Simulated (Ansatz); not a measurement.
**Si₂H₄F₂: a ladder of functionals and wavefunction methods**

An exercise on one series of results from a longer session: the logs are not shown, and one member is left open.

Program: Ansatz 0.2.0, Gaussian basis. Level of theory: functionals in def2-TZVPP, the program's frozen cores in correlated methods. These are calculated values, not measurements.

Levels to be run: PBE-D4, r2SCAN-D4, PBE0-D4, B3LYP-D4, ωB97X-V, ωB97M-V, B2PLYP; CCSD(T)/def2-TZVPP; MP2/def2-QZVPP; extrapolation to the limit.

## The relaxed structure

All runs share one geometry, relaxed beforehand with PBE0-D4 in a triple-zeta def2 set.

SMILES `F[SiH2][SiH2]F`, 8 atoms, charge 0, spin multiplicity 1.

Atoms are counted from 1 here; the program's logs count them from 0.

Bond lengths: F1–Si2 1.605 Å, Si2–Si3 2.350 Å, Si2–H5 1.485 Å, Si2–H6 1.487 Å, Si3–F4 1.605 Å, Si3–H7 1.487 Å, Si3–H8 1.485 Å. Angles: F1–Si2–Si3 110.4°, F1–Si2–H5 108.0°, F1–Si2–H6 108.1°, Si3–Si2–H5 111.7°, Si3–Si2–H6 109.2°, H5–Si2–H6 109.3°, Si2–Si3–F4 110.4°, Si2–Si3–H7 109.2°, Si2–Si3–H8 111.7°, F4–Si3–H7 108.1°, F4–Si3–H8 108.0°, H7–Si3–H8 109.3°.

The first run:

File in.yaml:

```yaml
crystal:
  periodic: [false, false, false]
  atoms:
    - {symbol: F, position_ang: [-1.934760, 1.205838, -0.274466]}
    - {symbol: Si, position_ang: [-0.357777, 1.128101, 0.012367]}
    - {symbol: Si, position_ang: [0.358622, -1.109590, 0.044079]}
    - {symbol: F, position_ang: [0.281037, -1.741962, -1.428768]}
    - {symbol: H, position_ang: [0.340071, 1.914168, -1.036967]}
    - {symbol: H, position_ang: [-0.099812, 1.743672, 1.341569]}
    - {symbol: H, position_ang: [1.774816, -1.163959, 0.495398]}
    - {symbol: H, position_ang: [-0.477098, -1.941868, 0.946787]}
basis:
  gaussian: {orbitals: def2-TZVPP}
hamiltonian: {xc: pbe, dispersion: d4}
output: {forces: true, orbitals: {seedname: orbitals}}
```

Among the steps run: PBE-D4 (GGA); r2SCAN-D4 (meta-GGA); PBE0-D4 (hybrid); B3LYP-D4 (hybrid); ωB97X-V (range-separated); ωB97M-V (range-separated); B2PLYP (double hybrid); CCSD(T) in def2-TZVPP; MP2 in def2-QZVPP.

One of the session's tables, all rows but one given; the rest of the session is left out.

```
            method  atomisation energy (kcal/mol)
            PBE-D4                          639.5
         r2SCAN-D4                          642.3
           PBE0-D4                          631.2
          B3LYP-D4                          640.1
           ωB97X-V                          648.0
           ωB97M-V                          642.6
            B2PLYP                          635.5
     HF/def2-TZVPP                          490.2
    MP2/def2-TZVPP                          637.2
   CCSD/def2-TZVPP                          621.3
CCSD(T)/def2-TZVPP                              ?
           MP2/CBS                          656.5
       CCSD(T)/CBS                          647.2
```

**Question.** Estimate the row for CCSD(T)/def2-TZVPP.

The run gave: atomisation energy (kcal/mol): 627.9. In the column «atomisation energy (kcal/mol)» it lies between CCSD/def2-TZVPP (621.3) and PBE0-D4 (631.2).
